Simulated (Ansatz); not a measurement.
**S (diamond type): how the settings move a single-point run**

Question: which choices in the input matter for S (diamond type)?

Method: reference: DFT, LDA, all-electron LAPW, scalar-relativistic, in Ansatz 0.2.0.

## 1. The system as given

It takes space group Fd-3m (No. 227, cubic). The conventional cell has a = 5.119 Å, b = 5.119 Å, c = 5.119 Å, α = 90.00°, β = 90.00°, γ = 90.00°. S (site symmetry -43m) is surrounded by 4 S at 2.22 Å.

As a file:

```
S
1.0
     0.00000    2.55952    2.55952
     2.55952    0.00000    2.55952
     2.55952    2.55952    0.00000
S
2
Direct
  0.87500 0.87500 0.87500
  0.12500 0.12500 0.12500
```

## 2. Reference

The input, input.yaml:

```yaml
crystal:
  lattice:
    - [0.0, 2.5595206534, 2.5595206534]
    - [2.5595206534, 0.0, 2.5595206534]
    - [2.5595206534, 2.5595206534, 0.0]
  atoms:
    - { symbol: S, position: [-0.125, -0.125, -0.125] }
    - { symbol: S, position: [0.125, 0.125, 0.125] }
kpoints:
  mp_grid: { grid: [13, 13, 13] }
  band_path:
    path:
      - [0.0, 0.0, 0.0]
      - [0.5, 0.0, 0.5]
      - [0.625, 0.25, 0.625]
      - [0.375, 0.375, 0.75]
      - [0.0, 0.0, 0.0]
      - [0.5, 0.5, 0.5]
      - [0.5, 0.25, 0.75]
      - [0.5, 0.0, 0.5]
    npoints: 8
scf:
  occupations: { method: fermi_dirac, width: 0.05 }
hamiltonian:
  xc: lda
  pseudopotentials: { kind: all_electron, lapw: { basis_error: 0.001 } }
output:
  forces: true
  stress: true
  eigenvalues: true
  populations: true
  dos: { projected: true, de: 0.2, e_range: [-14, 8] }
```

Command:

```bash
$ ansatz run input.yaml --threads 1 --pin off --max-ram 2048MiB --backend cpu --events-out ev --progress --plain --runs-dir out
```

## 3. Changed: occupations.method tetrahedron_uncorrected, preconditioner none, width left out

input.yaml, as its differences from that of step 2:

```diff
@@ -22,3 +22,4 @@
 scf:
-  occupations: { method: fermi_dirac, width: 0.05 }
+  occupations: { method: tetrahedron_uncorrected }
+  mixing: { preconditioner: none }
 hamiltonian:
@@ -31,2 +32 @@
   populations: true
-  dos: { projected: true, de: 0.2, e_range: [-14, 8] }
```

**Question.** What will these runs give? Wanted: for each run, ending; energy change; pressure; gap; force.

The runs gave:

```tsv
run	ending	energy change	pressure (GPa)	gap (eV)	force (eV/Å)	cycles	time
reference	converged	0	23.3	0.00	0.00	5	9.6 s
1: occupations.method tetrahedron_uncorrected, preconditioner none, width left out	converged	+23.1 meV/atom (σ→0)	23.7	0.00	0.00	5	8.4 s
```

Times don't compare one to one where runs were asked for different outputs or read a saved state (see the inputs); cycles may leave out searches for a lower state.

Residual by cycle in the longest SCF loop of each run; runs are numbered as in the table. The quantity is the density residual dr2, in eV.

```tsv
cycle	reference	run 1
1	0.0589	0.06
2	0.00145	0.00711
3	1.1e-4	8.2e-5
4	1.4e-6	6.8e-7
5	5.9e-8	1.1e-8
```

What this shows: Changing the smearing and mixing moves the energy by +23.1 meV/atom (σ→0 values), and the pressure goes from 23.3 to 23.7 GPa. Mixing only sets the path, so the shift comes from the other change. Semilocal functionals close small gaps, so the missing gap need not be the real solid's. The structure is not at rest: the sound run finds 23 GPa, so these are no properties of the relaxed crystal. 
